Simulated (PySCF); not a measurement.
# Br2Tl (Tl(Br)2+): the cost of one run

Method: PBE0, Tl def2-SVP with ECP60, Br def2-SVP; scalar-relativistic core potentials, no spin–orbit coupling; program: PySCF 2.14.0.

1 further run of the same task is left out (for a known fault of the program).

### 1 The system as given

3 atoms, charge 1, spin multiplicity 1.

Bond lengths: Tl1–Br2 2.430 Å, Tl1–Br3 2.430 Å. Angles: Br2–Tl1–Br3 180.0°.

As a file:

| atom | x (Å) | y (Å) | z (Å) |
| --- | --- | --- | --- |
| Tl1 | 0.0000 | 0.0000 | 0.2417 |
| Br2 | 2.4300 | 0.0000 | 0.2421 |
| Br3 | -2.4300 | 0.0000 | 0.2421 |

Formal oxidation states: Tl +3. An earlier session relaxed this geometry at PBE0, Tl def2-SVP with ECP60, Br def2-SVP (singlet, point group D∞h).

Its energy there is -5319.371164 Eh.

### 2 One electron removed, multiplicity 2

Input file run.py (the lines that set the calculation):

```python
mol = gto.M(atom='''
Tl     0.00000     0.00000     0.24173
Br     2.43004     0.00000     0.24211
Br    -2.43004     0.00000     0.24211''',
    basis={'Tl': 'def2-SVP', 'Br': 'def2-SVP'},
    ecp={'Tl': 'def2-SVP'},
    charge=2, spin=1)
mf = dft.UKS(mol, xc='PBE0')
mf.grids.atom_grid = (50, 194)
mf = mf.density_fit()  # fitting sets: Tl def2-universal-JKFIT, Br def2-universal-JKFIT
mf.conv_tol = 1e-08; mf.max_cycle = 55
mf.kernel(dm0)  # dm0: the density of the relaxed state
```

Command:

```
$ OMP_NUM_THREADS=2 python run.py
```

**Question.** How long does this run take on 2 threads of Arm Neoverse V1, shared host?

About 2.2 s.
